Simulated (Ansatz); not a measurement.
Relaxation of a periodic cell of 33 atoms, Al32H (host Al, host structure fcc, interstitial H), to a largest force component of 0.03 eV/Å in at most 60 steps.

Level of theory: Ansatz 0.2.0, DFT PBE, scalar-relativistic, plane waves, PAW. Settings: cutoff 420 eV, k mesh 2x2x2, gaussian smearing 0.05 eV, no spin polarisation.

```xyz
33
Lattice="8.1000 0.0000 0.0000 0.0000 8.1000 0.0000 0.0000 0.0000 8.1000" Properties=species:S:1:pos:R:3
Al 4.050 0.000 0.000
Al 6.075 2.025 0.000
Al 6.075 0.000 2.025
Al 0.000 0.000 0.000
Al 2.025 2.025 0.000
Al 4.050 4.050 0.000
Al 6.075 6.075 0.000
Al 2.025 0.000 2.025
Al 4.050 2.025 2.025
Al 6.075 4.050 2.025
Al 4.050 0.000 4.050
Al 6.075 2.025 4.050
Al 6.075 0.000 6.075
Al 0.000 4.050 0.000
Al 2.025 6.075 0.000
Al 0.000 2.025 2.025
Al 2.025 4.050 2.025
Al 4.050 6.075 2.025
Al 0.000 0.000 4.050
Al 2.025 2.025 4.050
Al 4.050 4.050 4.050
Al 6.075 6.075 4.050
Al 2.025 0.000 6.075
Al 4.050 2.025 6.075
Al 6.075 4.050 6.075
Al 0.000 6.075 2.025
Al 0.000 4.050 4.050
Al 2.025 6.075 4.050
Al 0.000 2.025 6.075
Al 2.025 4.050 6.075
Al 4.050 6.075 6.075
Al 0.000 6.075 6.075
H 0.989 2.987 7.080
```

Problem. Where does it end, and by what steps?

Solution. The run converged. The force dipped under the threshold on the way, but the program's further checks kept it going. Limits of this set-up: coarse k mesh, odd electron count without spin. After 10 steps the energy has fallen by 0.332 eV; Al29 moved furthest, 0.13 Å.

```tsv
step	energy less start (eV)	largest force component (eV/Å)	accepted
0	0.0000	0.845	yes
1	-0.2947	0.214	yes
2	-0.3205	0.063	yes
3	-0.3221	0.007	yes
4	-0.3240	0.026	yes
5	-0.3288	0.030	yes
6	-0.3086	0.119	no
7	-0.3307	0.019	yes
8	-0.3293	0.055	no
9	-0.3317	0.011	yes
10	-0.3317	0.014	yes
```

```xyz
33
Lattice="8.1000 0.0000 0.0000 0.0000 8.1000 0.0000 0.0000 0.0000 8.1000" Properties=species:S:1:pos:R:3
Al 4.058 -0.031 0.022
Al 6.092 2.046 0.007
Al 6.092 0.000 2.007
Al -0.004 0.011 0.005
Al 2.109 1.970 0.087
Al 4.032 4.026 0.007
Al 6.066 6.103 0.022
Al 2.045 -0.032 2.032
Al 4.065 2.039 2.039
Al 6.059 4.032 2.039
Al 4.032 0.000 4.068
Al 6.059 2.039 4.036
Al 6.066 -0.031 6.053
Al -0.085 4.102 0.087
Al 2.028 6.061 0.004
Al -0.008 2.045 2.007
Al 2.032 4.027 2.007
Al 4.031 6.072 2.007
Al -0.021 -0.032 4.043
Al 2.032 2.045 4.067
Al 4.065 4.033 4.035
Al 6.092 6.072 4.068
Al 2.028 0.011 6.070
Al 4.032 2.046 6.067
Al 6.092 4.026 6.067
Al -0.021 6.104 2.032
Al -0.008 4.027 4.067
Al 2.045 6.104 4.043
Al -0.085 1.970 5.987
Al 2.109 4.102 5.987
Al 4.058 6.103 6.053
Al -0.004 6.061 6.070
H 1.012 3.036 7.087
```

Whether the end is a true minimum wasn't checked by a vibrational analysis.

Time of the run: 58 s on 2 threads of Arm Neoverse V2 (shared host), peak memory 0.98 GiB.
